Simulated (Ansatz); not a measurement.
What does this script print? It uses Ansatz's Python interface.

`cas_gah4nsi.py`:
```python
import warnings

import ansatz as az

warnings.simplefilter("ignore", az.DeckWarning)

geometry_ang = [
    ("N", [-0.5934, -0.9249, 0.0624]),
    ("Si", [0.1986, 0.6806, 0.2571]),
    ("Ga", [1.0041, -1.2618, -0.7058]),
    ("H", [-1.4034, -0.6824, -0.5509]),
    ("H", [0.6081, 1.1938, -1.0756]),
    ("H", [-0.7005, 1.6616, 0.906]),
    ("H", [0.9478, -0.7349, 1.0611]),
]
molecule = az.Crystal.molecule()
for symbol, xyz in geometry_ang:
    molecule = molecule.atom(symbol, xyz)

calc = molecule.calculation()
calc = calc.basis(gaussian="def2-SVP").correlation(active_electrons=2, active_orbitals=2)
for method in ["sc_nevpt2"]:
    summary = (calc if method is None else calc.correlation(method)).run().report
    space = summary["configurations"]
    state = space["states"][0]
    print(method or "casscf", f"total {summary['free_energy_ev'] / 27.211386246:.6f} Ha, active-space state {state['energy']['hartree']:.6f} Ha, mean field {summary['reference_energy_ev'] / 27.211386246:.6f} Ha")
    print("  determinants", state["n_determinants"], " natural occupations", [round(n, 3) for n in space["natural_occupations"]])
```

```console
$ python cas_gah4nsi.py
sc_nevpt2 total -2268.916980 Ha, active-space state -2268.445330 Ha, mean field -2268.420711 Ha
  determinants 4  natural occupations [1.932, 0.068]
```

Total energies depend on the basis set; only differences at equal settings carry meaning. The geometry is a force-field or estimated start, not a minimum of this method, and the basis set is short of its limit. The active space starts as a window about the frontier orbitals and is then optimised, not chosen by chemistry. The whole script took 7.6 s on 1 thread of Arm Neoverse V1 (shared host), peak memory 0.23 GiB.
